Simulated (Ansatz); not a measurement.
**C3H8OSi: small, medium and large basis sets**

One table from this session's results is given with a row withheld; the runs are named, their logs left out.

Program: Ansatz 0.2.0, Gaussian basis. Level of theory: one geometry, several basis sets. These are calculated values, not measurements.

Plan: PBE0-D4/def2-SVP; ωB97M-V/def2-SVP; PBE0-D4/def2-QZVPP; ωB97M-V/def2-QZVPP; the functionals' def2-TZVPP values are taken from earlier runs.

## Structure used throughout

All runs share one geometry, relaxed beforehand with PBE0-D4 in a triple-zeta def2 set.

SMILES `CC(C)O[SiH]`, 13 atoms, charge 0, spin multiplicity 1.

Atoms are counted from 1 here; the program's logs count them from 0.

Bond lengths: C1–C2 1.513 Å, C1–H6 1.092 Å, C1–H7 1.093 Å, C1–H8 1.092 Å, C2–C3 1.513 Å, C2–O4 1.427 Å, C2–H9 1.101 Å, C3–H10 1.093 Å, C3–H11 1.092 Å, C3–H12 1.092 Å, O4–Si5 1.647 Å, Si5–H13 1.533 Å. Angles: C2–C1–H6 110.7°, C2–C1–H7 110.2°, C2–C1–H8 110.5°, H6–C1–H7 108.4°, H6–C1–H8 108.4°, H7–C1–H8 108.6°, C1–C2–C3 112.7°, C1–C2–O4 108.5°, C1–C2–H9 109.2°, C3–C2–O4 108.5°, C3–C2–H9 109.2°, O4–C2–H9 108.7°, C2–C3–H10 110.2°, C2–C3–H11 110.5°, C2–C3–H12 110.7°, H10–C3–H11 108.6°, H10–C3–H12 108.4°, H11–C3–H12 108.4° and more.

The first run:

Contents of in.yaml:

```yaml
crystal:
  periodic: [false, false, false]
  atoms:
    - {symbol: C, position_ang: [-1.121986, -0.401193, -0.890435]}
    - {symbol: C, position_ang: [-0.173724, -0.115731, 0.253212]}
    - {symbol: C, position_ang: [1.004899, -1.063593, 0.285547]}
    - {symbol: O, position_ang: [0.320256, 1.215470, 0.109679]}
    - {symbol: Si, position_ang: [0.061508, 2.381544, 1.244172]}
    - {symbol: H, position_ang: [-1.962366, 0.295680, -0.879227]}
    - {symbol: H, position_ang: [-0.602135, -0.298362, -1.845878]}
    - {symbol: H, position_ang: [-1.515862, -1.417255, -0.815968]}
    - {symbol: H, position_ang: [-0.722399, -0.187592, 1.205111]}
    - {symbol: H, position_ang: [1.582961, -0.977963, -0.637602]}
    - {symbol: H, position_ang: [0.662745, -2.095854, 0.387623]}
    - {symbol: H, position_ang: [1.662833, -0.834081, 1.126065]}
    - {symbol: H, position_ang: [0.823570, 3.464329, 0.472500]}
basis:
  gaussian: {orbitals: def2-SVP}
hamiltonian: {xc: pbe0, dispersion: d4}
output: {orbitals: {seedname: orbitals}}
```

Started as:

```sh
$ ansatz run in.yaml --threads 4 --pin off --events-out ev --progress --plain --max-ram 10444MiB
```

Steps of the session up to this table: PBE0-D4 in def2-SVP; ωB97M-V in def2-SVP; PBE0-D4 in def2-QZVPP; ωB97M-V in def2-QZVPP.

One table of the session follows, with a row left open; its other results are not shown here.

It belongs to the step «Functionals by basis». 

```
functional       basis  HOMO (eV)  LUMO (eV)
   PBE0-D4    def2-SVP      -6.27      -1.81
   PBE0-D4  def2-TZVPP      -6.32      -1.92
   PBE0-D4  def2-QZVPP          ?          ?
   ωB97M-V    def2-SVP      -8.35       0.29
   ωB97M-V  def2-TZVPP      -8.44       0.06
   ωB97M-V  def2-QZVPP      -8.47      -0.07
```

Q: Estimate the row for PBE0-D4, def2-QZVPP from the others.

As computed: HOMO (eV): -6.35; LUMO (eV): -1.97. In the column «HOMO (eV)» it lies between ωB97M-V, def2-SVP (-8.35) and PBE0-D4, def2-TZVPP (-6.32).
